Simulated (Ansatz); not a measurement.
# MnAs: the cost of one run

Computed with Ansatz 0.2.0 (DFT PBEsol, scalar-relativistic, plane waves, PAW, unless a step's input says otherwise).

The COD entry's cell or inner coordinates are ideal or old and differ from later refinements, so a difference from it is no clean test against experiment.

### Step 1. The structure to begin with

The structure is hexagonal, space group P6_3/mmc (No. 194). Conventional cell: a = 3.710 Å, b = 3.710 Å, c = 5.691 Å, α = 90.00°, β = 90.00°, γ = 120.00°. Around Mn (site symmetry -3m) lie 6 As at 2.57 Å and 2 Mn at 2.85 Å. Around As (site symmetry -6m2) lie 6 Mn at 2.57 Å.

Coordinates:

```cif
data_structure
_symmetry_space_group_name_H-M 'P6_3/mmc'
_symmetry_Int_Tables_number 194
_cell_length_a 3.7100
_cell_length_b 3.7100
_cell_length_c 5.6910
_cell_angle_alpha 90.000
_cell_angle_beta 90.000
_cell_angle_gamma 120.000
_cell_volume 67.84
loop_
_atom_site_label
_atom_site_type_symbol
_atom_site_symmetry_multiplicity
_atom_site_Wyckoff_symbol
_atom_site_fract_x
_atom_site_fract_y
_atom_site_fract_z
_atom_site_occupancy
Mn1 Mn 2 a 0.00000 0.00000 0.00000 1
As1 As 2 c 0.33333 0.66667 0.25000 1
```

Source of the structure: the Crystallography Open Database.

(A quick probe on a coarse mesh, which set the mesh and smearing, is not shown.)

### Step 3. A loose first relaxation

File input.yaml:

```yaml
crystal:
  lattice:
    - [3.71, 0.0, 0.0]
    - [-1.855, 3.212954248, 0.0]
    - [0.0, 0.0, 5.691]
  atoms:
    - { symbol: Mn, position: [0.0, 0.0, 0.0], spin: 3.43 }
    - { symbol: Mn, position: [0.0, 0.0, 0.5], spin: 3.43 }
    - { symbol: As, position: [0.3333333333, 0.6666666667, 0.25], spin: -0.13 }
    - { symbol: As, position: [0.6666666667, 0.3333333333, 0.75], spin: -0.13 }
basis:
  ecutwfc: 420
kpoints:
  mp_grid: { grid: [6, 6, 4] }
hamiltonian:
  xc: pbesol
scf:
  occupations: { method: gaussian, width: 0.1 }
output:
  forces: true
  stress: true
  eigenvalues: true
  populations: true
magnetization:
  spin_polarized: true
relax:
  adjacent_minimum: "off"
  f_tol: 0.05
  max_steps: 80
  cell: { stress_tol: 0.5 }
```

Run with:

```console
$ ansatz run input.yaml --threads 1 --pin off --max-ram 2560MiB --backend cpu --events-out ev --progress --plain --runs-dir out
```

What time and memory should one allow on 1 thread of Intel Xeon at 2.50GHz (Skylake/Cascade Lake), shared host?

About 1.7 min, with a peak of 0.46 GiB.
